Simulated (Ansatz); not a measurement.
Born–Oppenheimer molecular dynamics of a periodic cell of 16 atoms, Na (start crystal Na, start structure bcc, volume 1.1 times the crystal's). It starts from a structure without forces on its atoms.

All numbers below come from DFT PBEsol, scalar-relativistic, plane waves, PAW in Ansatz. Settings: accuracy low, cutoff 420 eV, k mesh 1x1x1, fermi-dirac smearing 0.11 eV, no spin polarisation.

```
ensemble        : NVT, Langevin thermostat
time step       : 2 fs
steps asked     : 250
set temperature : 1300 K
friction        : 0.02 /fs
seed            : 817942
```

Frames 4 fs apart, positions in Å, forces in eV/Å.

Velocities at 320.0 fs (Å/ps):

```
Na -1.27 -2.88 -15.11
Na 6.73 -3.98 -1.77
Na -2.59 -4.32 10.34
Na -5.29 4.15 -2.30
Na 4.47 11.92 -10.40
Na -9.73 2.60 1.22
Na 2.11 1.69 -9.23
Na 1.50 3.60 -0.54
Na -4.78 4.74 -0.04
Na -3.71 5.22 -0.63
Na 2.42 -2.03 8.02
Na 9.98 4.91 -6.92
Na -10.70 6.52 5.23
Na -3.64 -10.79 9.00
Na 5.45 8.45 -4.46
Na 17.38 2.93 -10.38
```

```xyz
16
Lattice="8.7331 0.0000 0.0000 0.0000 8.7331 0.0000 0.0000 0.0000 8.7331" Properties=species:S:1:pos:R:3:forces:R:3 time_fs=320.0 energy_less_start_eV=2.795 T=1287
Na -0.705 -0.211 -0.769 -0.03 0.09 0.22
Na 5.191 1.976 0.346 -0.03 -0.32 -0.24
Na -0.373 3.296 0.561 -0.16 0.17 0.02
Na 0.739 -0.729 5.173 -0.01 0.43 -0.31
Na 2.714 1.765 2.184 -0.43 0.05 -0.02
Na 5.286 4.815 -0.725 -0.45 -0.23 0.63
Na 4.401 0.158 4.325 -0.09 -0.21 0.38
Na 7.397 0.994 2.446 0.27 0.03 0.26
Na 1.064 4.999 4.908 -0.13 -0.32 -0.25
Na 0.521 6.122 1.604 -0.01 0.19 0.17
Na 1.449 2.582 7.075 0.30 -0.26 -0.10
Na 4.121 3.484 5.063 -0.05 0.23 -0.13
Na 5.603 7.338 1.863 -0.10 -0.38 -0.23
Na 6.863 2.031 5.519 0.29 0.12 0.25
Na 2.430 6.484 7.543 0.12 0.07 0.05
Na 6.760 5.957 6.306 0.50 0.34 -0.69
16
Lattice="8.7331 0.0000 0.0000 0.0000 8.7331 0.0000 0.0000 0.0000 8.7331" Properties=species:S:1:pos:R:3:forces:R:3 time_fs=324.0 energy_less_start_eV=2.739 T=985
Na -0.718 -0.220 -0.827 -0.03 0.09 0.31
Na 5.204 1.961 0.335 -0.02 -0.32 -0.25
Na -0.371 3.284 0.591 -0.16 0.19 0.00
Na 0.722 -0.712 5.167 0.03 0.43 -0.35
Na 2.728 1.809 2.147 -0.43 0.04 0.00
Na 5.243 4.817 -0.716 -0.35 -0.15 0.51
Na 4.403 0.170 4.298 -0.12 -0.18 0.40
Na 7.401 1.001 2.447 0.27 0.00 0.26
Na 1.052 5.022 4.905 -0.08 -0.36 -0.25
Na 0.507 6.138 1.599 -0.01 0.19 0.15
Na 1.466 2.574 7.103 0.30 -0.23 -0.12
Na 4.158 3.504 5.040 -0.07 0.23 -0.13
Na 5.563 7.365 1.888 -0.08 -0.40 -0.28
Na 6.853 1.986 5.545 0.29 0.14 0.23
Na 2.442 6.514 7.528 0.10 0.09 0.06
Na 6.830 5.972 6.268 0.35 0.22 -0.55
16
Lattice="8.7331 0.0000 0.0000 0.0000 8.7331 0.0000 0.0000 0.0000 8.7331" Properties=species:S:1:pos:R:3:forces:R:3 time_fs=328.0 energy_less_start_eV=2.723 T=943
Na -0.733 -0.225 -0.866 -0.03 0.10 0.38
Na 5.206 1.948 0.334 0.00 -0.32 -0.27
Na -0.376 3.274 0.607 -0.16 0.22 -0.01
Na 0.708 -0.696 5.165 0.07 0.42 -0.37
Na 2.747 1.851 2.108 -0.45 0.05 0.02
Na 5.191 4.809 -0.705 -0.26 -0.09 0.42
Na 4.396 0.194 4.267 -0.14 -0.17 0.42
Na 7.416 1.015 2.448 0.25 -0.03 0.26
Na 1.055 5.035 4.903 -0.05 -0.38 -0.25
Na 0.497 6.150 1.591 -0.01 0.19 0.14
Na 1.476 2.567 7.133 0.31 -0.21 -0.14
Na 4.192 3.513 5.016 -0.07 0.24 -0.13
Na 5.524 7.383 1.907 -0.05 -0.41 -0.31
Na 6.846 1.938 5.569 0.28 0.17 0.22
Na 2.453 6.530 7.519 0.08 0.11 0.05
Na 6.888 5.990 6.250 0.22 0.11 -0.45
16
Lattice="8.7331 0.0000 0.0000 0.0000 8.7331 0.0000 0.0000 0.0000 8.7331" Properties=species:S:1:pos:R:3:forces:R:3 time_fs=332.0 energy_less_start_eV=2.707 T=963
Na -0.743 -0.224 -0.905 -0.02 0.11 0.47
Na 5.210 1.929 0.337 0.03 -0.33 -0.28
Na -0.388 3.254 0.620 -0.15 0.26 -0.04
Na 0.708 -0.672 5.171 0.11 0.40 -0.40
Na 2.761 1.890 2.068 -0.46 0.05 0.05
Na 5.132 4.788 -0.698 -0.17 -0.05 0.33
Na 4.397 0.217 4.241 -0.16 -0.16 0.42
Na 7.434 1.031 2.446 0.23 -0.07 0.28
Na 1.091 5.038 4.902 -0.05 -0.36 -0.24
Na 0.484 6.165 1.597 -0.01 0.18 0.12
Na 1.497 2.561 7.162 0.31 -0.20 -0.16
Na 4.207 3.524 4.988 -0.04 0.24 -0.12
Na 5.495 7.394 1.905 -0.03 -0.41 -0.32
Na 6.846 1.893 5.600 0.26 0.20 0.20
Na 2.471 6.548 7.513 0.06 0.13 0.06
Na 6.949 6.016 6.239 0.11 0.01 -0.36
16
Lattice="8.7331 0.0000 0.0000 0.0000 8.7331 0.0000 0.0000 0.0000 8.7331" Properties=species:S:1:pos:R:3:forces:R:3 time_fs=336.0 energy_less_start_eV=2.705 T=1166
Na -0.755 -0.219 -0.948 -0.01 0.11 0.56
Na 5.207 1.906 0.342 0.06 -0.33 -0.28
Na -0.397 3.244 0.647 -0.15 0.29 -0.07
Na 0.710 -0.645 5.168 0.15 0.38 -0.43
Na 2.762 1.906 2.028 -0.48 0.05 0.07
Na 5.068 4.759 -0.688 -0.09 -0.01 0.26
Na 4.403 0.232 4.208 -0.17 -0.14 0.43
Na 7.456 1.046 2.449 0.20 -0.11 0.29
Na 1.135 5.045 4.892 -0.04 -0.35 -0.23
Na 0.468 6.168 1.609 0.00 0.18 0.10
Na 1.511 2.547 7.192 0.31 -0.18 -0.17
Na 4.223 3.531 4.970 -0.02 0.22 -0.13
Na 5.477 7.399 1.900 -0.01 -0.41 -0.34
Na 6.841 1.844 5.630 0.23 0.25 0.17
Na 2.497 6.577 7.501 0.03 0.16 0.06
Na 7.013 6.036 6.224 0.00 -0.09 -0.28
16
Lattice="8.7331 0.0000 0.0000 0.0000 8.7331 0.0000 0.0000 0.0000 8.7331" Properties=species:S:1:pos:R:3:forces:R:3 time_fs=340.0 energy_less_start_eV=2.741 T=1064
Na -0.773 -0.204 -1.000 0.00 0.08 0.66
Na 5.207 1.896 0.356 0.08 -0.34 -0.28
Na -0.406 3.239 0.658 -0.15 0.30 -0.08
Na 0.706 -0.608 5.158 0.19 0.35 -0.46
Na 2.763 1.927 1.993 -0.49 0.05 0.09
Na 5.006 4.735 -0.674 -0.03 0.03 0.20
Na 4.420 0.245 4.165 -0.21 -0.13 0.44
Na 7.475 1.058 2.459 0.19 -0.13 0.29
Na 1.184 5.046 4.877 -0.03 -0.33 -0.23
Na 0.450 6.178 1.618 0.00 0.18 0.08
Na 1.523 2.539 7.220 0.31 -0.16 -0.19
Na 4.261 3.527 4.952 -0.03 0.23 -0.13
Na 5.458 7.410 1.900 0.02 -0.43 -0.37
Na 6.818 1.792 5.661 0.21 0.29 0.14
Na 2.504 6.606 7.476 0.01 0.18 0.08
Na 7.069 6.044 6.195 -0.09 -0.17 -0.23
16
Lattice="8.7331 0.0000 0.0000 0.0000 8.7331 0.0000 0.0000 0.0000 8.7331" Properties=species:S:1:pos:R:3:forces:R:3 time_fs=344.0 energy_less_start_eV=2.791 T=1162
Na -0.807 -0.174 -1.042 0.02 0.04 0.74
Na 5.197 1.892 0.377 0.12 -0.35 -0.28
Na -0.426 3.250 0.669 -0.13 0.30 -0.11
Na 0.707 -0.563 5.156 0.21 0.30 -0.48
Na 2.760 1.951 1.961 -0.52 0.05 0.13
Na 4.955 4.712 -0.655 0.00 0.07 0.15
Na 4.441 0.255 4.122 -0.26 -0.10 0.46
Na 7.495 1.072 2.474 0.18 -0.14 0.28
Na 1.226 5.043 4.850 -0.03 -0.30 -0.22
Na 0.440 6.192 1.627 0.00 0.19 0.07
Na 1.544 2.539 7.218 0.29 -0.15 -0.17
Na 4.305 3.513 4.936 -0.04 0.25 -0.14
Na 5.429 7.422 1.916 0.05 -0.46 -0.42
Na 6.778 1.740 5.684 0.21 0.33 0.11
Na 2.489 6.627 7.456 0.02 0.18 0.09
Na 7.098 6.054 6.167 -0.12 -0.21 -0.19
16
Lattice="8.7331 0.0000 0.0000 0.0000 8.7331 0.0000 0.0000 0.0000 8.7331" Properties=species:S:1:pos:R:3:forces:R:3 time_fs=348.0 energy_less_start_eV=2.821 T=1076
Na -0.847 -0.134 -1.058 0.06 -0.02 0.77
Na 5.179 1.885 0.388 0.15 -0.37 -0.27
Na -0.448 3.257 0.681 -0.12 0.30 -0.15
Na 0.721 -0.520 5.138 0.21 0.27 -0.45
Na 2.747 1.983 1.939 -0.53 0.06 0.15
Na 4.909 4.691 -0.645 0.02 0.10 0.13
Na 4.461 0.268 4.078 -0.31 -0.08 0.48
Na 7.517 1.075 2.488 0.17 -0.14 0.27
Na 1.274 5.047 4.815 -0.03 -0.28 -0.21
Na 0.418 6.204 1.639 0.01 0.20 0.05
Na 1.564 2.538 7.204 0.26 -0.13 -0.15
Na 4.357 3.508 4.918 -0.07 0.27 -0.15
Na 5.420 7.436 1.933 0.07 -0.50 -0.47
Na 6.727 1.692 5.707 0.22 0.36 0.08
Na 2.471 6.640 7.435 0.02 0.18 0.11
Na 7.119 6.064 6.139 -0.13 -0.22 -0.17
16
Lattice="8.7331 0.0000 0.0000 0.0000 8.7331 0.0000 0.0000 0.0000 8.7331" Properties=species:S:1:pos:R:3:forces:R:3 time_fs=352.0 energy_less_start_eV=2.838 T=1070
Na -0.899 -0.106 -1.071 0.11 -0.08 0.80
Na 5.163 1.891 0.376 0.17 -0.40 -0.23
Na -0.473 3.276 0.686 -0.10 0.29 -0.17
Na 0.726 -0.471 5.117 0.21 0.23 -0.42
Na 2.721 2.012 1.920 -0.52 0.06 0.16
Na 4.872 4.672 -0.627 0.03 0.15 0.10
Na 4.486 0.280 4.026 -0.35 -0.04 0.51
Na 7.540 1.081 2.504 0.15 -0.13 0.24
Na 1.320 5.057 4.777 -0.04 -0.27 -0.20
Na 0.392 6.223 1.647 0.01 0.20 0.04
Na 1.590 2.525 7.188 0.23 -0.12 -0.13
Na 4.414 3.496 4.909 -0.09 0.29 -0.17
Na 5.418 7.442 1.939 0.09 -0.53 -0.52
Na 6.704 1.663 5.733 0.21 0.38 0.04
Na 2.445 6.648 7.417 0.02 0.19 0.12
Na 7.134 6.074 6.127 -0.13 -0.24 -0.17
16
Lattice="8.7331 0.0000 0.0000 0.0000 8.7331 0.0000 0.0000 0.0000 8.7331" Properties=species:S:1:pos:R:3:forces:R:3 time_fs=356.0 energy_less_start_eV=2.837 T=1005
Na -0.947 -0.095 -1.079 0.16 -0.12 0.82
Na 5.156 1.891 0.350 0.17 -0.44 -0.19
Na -0.503 3.296 0.676 -0.08 0.29 -0.19
Na 0.739 -0.419 5.087 0.20 0.19 -0.37
Na 2.704 2.033 1.894 -0.50 0.06 0.16
Na 4.838 4.649 -0.598 0.02 0.20 0.06
Na 4.503 0.293 3.967 -0.37 0.00 0.53
Na 7.574 1.087 2.529 0.12 -0.11 0.20
Na 1.346 5.066 4.753 -0.03 -0.26 -0.21
Na 0.378 6.263 1.663 0.00 0.19 0.02
Na 1.617 2.518 7.163 0.20 -0.11 -0.11
Na 4.469 3.479 4.891 -0.12 0.33 -0.17
Na 5.417 7.431 1.942 0.12 -0.55 -0.55
Na 6.689 1.641 5.748 0.21 0.39 0.01
Na 2.409 6.640 7.395 0.02 0.19 0.13
Na 7.149 6.071 6.120 -0.12 -0.24 -0.16
16
Lattice="8.7331 0.0000 0.0000 0.0000 8.7331 0.0000 0.0000 0.0000 8.7331" Properties=species:S:1:pos:R:3:forces:R:3 time_fs=360.0 energy_less_start_eV=2.844 T=1024
Na -0.991 -0.096 -1.081 0.20 -0.15 0.82
Na 5.149 1.899 0.325 0.19 -0.50 -0.16
Na -0.530 3.321 0.659 -0.06 0.27 -0.19
Na 0.746 -0.370 5.058 0.20 0.14 -0.32
Na 2.699 2.041 1.862 -0.51 0.07 0.17
Na 4.816 4.626 -0.573 0.02 0.25 0.03
Na 4.509 0.298 3.909 -0.39 0.04 0.56
Na 7.591 1.101 2.555 0.10 -0.09 0.14
Na 1.363 5.079 4.717 -0.02 -0.26 -0.20
Na 0.363 6.301 1.667 0.00 0.18 0.02
Na 1.641 2.509 7.136 0.17 -0.09 -0.09
Na 4.526 3.471 4.870 -0.15 0.35 -0.18
Na 5.409 7.419 1.936 0.15 -0.56 -0.57
Na 6.676 1.615 5.753 0.19 0.39 0.00
Na 2.383 6.631 7.385 0.02 0.19 0.13
Na 7.160 6.056 6.112 -0.11 -0.24 -0.15
16
Lattice="8.7331 0.0000 0.0000 0.0000 8.7331 0.0000 0.0000 0.0000 8.7331" Properties=species:S:1:pos:R:3:forces:R:3 time_fs=364.0 energy_less_start_eV=2.866 T=910
Na -1.027 -0.098 -1.083 0.23 -0.18 0.83
Na 5.128 1.900 0.303 0.23 -0.55 -0.14
Na -0.558 3.336 0.652 -0.04 0.26 -0.20
Na 0.747 -0.317 5.032 0.20 0.09 -0.28
Na 2.693 2.054 1.823 -0.53 0.07 0.20
Na 4.798 4.600 -0.551 0.01 0.30 0.00
Na 4.518 0.299 3.860 -0.40 0.09 0.60
Na 7.598 1.123 2.587 0.08 -0.07 0.10
Na 1.381 5.100 4.681 -0.01 -0.25 -0.19
Na 0.336 6.338 1.677 0.00 0.17 0.01
Na 1.655 2.510 7.108 0.15 -0.08 -0.08
Na 4.579 3.469 4.848 -0.17 0.36 -0.19
Na 5.399 7.407 1.932 0.17 -0.58 -0.60
Na 6.667 1.599 5.776 0.17 0.40 -0.02
Na 2.357 6.621 7.383 0.02 0.19 0.12
Na 7.172 6.040 6.112 -0.09 -0.23 -0.15
```

Of the whole run (500 fs, mean temperature of the second half 1135 K): The mean temperature of the second half is 13 % below the set value. A run of 0.5 ps of so small a system gives no equilibrium averages. Limits of this set-up: coarse k mesh, low accuracy level.

The run took 13 min on 1 thread of Arm Neoverse V1, with other jobs on the host, peak memory 0.54 GiB.
